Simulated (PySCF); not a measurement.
# C2H7AlF2O: the cost of one run

Computed with PySCF 2.14.0, with density-fitted response routines of our own, on a single molecule in the gas phase. Atoms count from 0, in the outputs and in this text.

## 1. The starting structure

13 atoms, charge 0, multiplicity 1; geometry from: GFN2-xTB. The atoms were then displaced at random by about 0.01 Å, so the start is not that level's minimum.

Bonds of the start (Å): F0–C1 1.35, C1–O2 1.38, O2–Al3 1.96, O2–C4 1.38, C4–F5 1.37, C1–H6 1.10, C1–H7 1.08, Al3–H8 1.61, Al3–H9 1.57, Al3–H10 1.54, C4–H11 1.10, C4–H12 1.11.

## 2. Geometry optimisation at PBE0-D3(BJ)/def2-SVP

The job: settings as JSON, then the geometry in Å.

```
{"job": {"xc": "PBE0", "basis": "def2-SVP", "d3": "d3bj", "grid": 1, "shake": 0.01, "kind": "geom"}, "charge": 0, "multiplicity": 1}
F     -1.488620    -1.278920    -1.049320
C     -1.073040    -0.784430     0.136670
O     -0.036390     0.097310    -0.084440
Al     1.661370    -0.548930     0.649750
C     -0.335480     1.278250    -0.736140
F     -1.135240     2.044210     0.072410
H     -0.653550    -1.619790     0.719160
H     -1.901840    -0.293120     0.634320
H      1.130420    -0.652110     2.167790
H      1.683980    -1.896040    -0.152180
H      2.448180     0.692870     0.178100
H      0.613930     1.824160    -0.874730
H     -0.907890     1.119670    -1.671720
```

Started as:

```
$ OMP_NUM_THREADS=1 python probes_run.py task.json out
```

One launch serves the whole session: the jobs run in the order shown.

**Question.** How long does this first job take on 1 thread of Arm Neoverse V2, shared host, and how much memory does it need?

About 83 s, with a peak of 0.51 GiB.
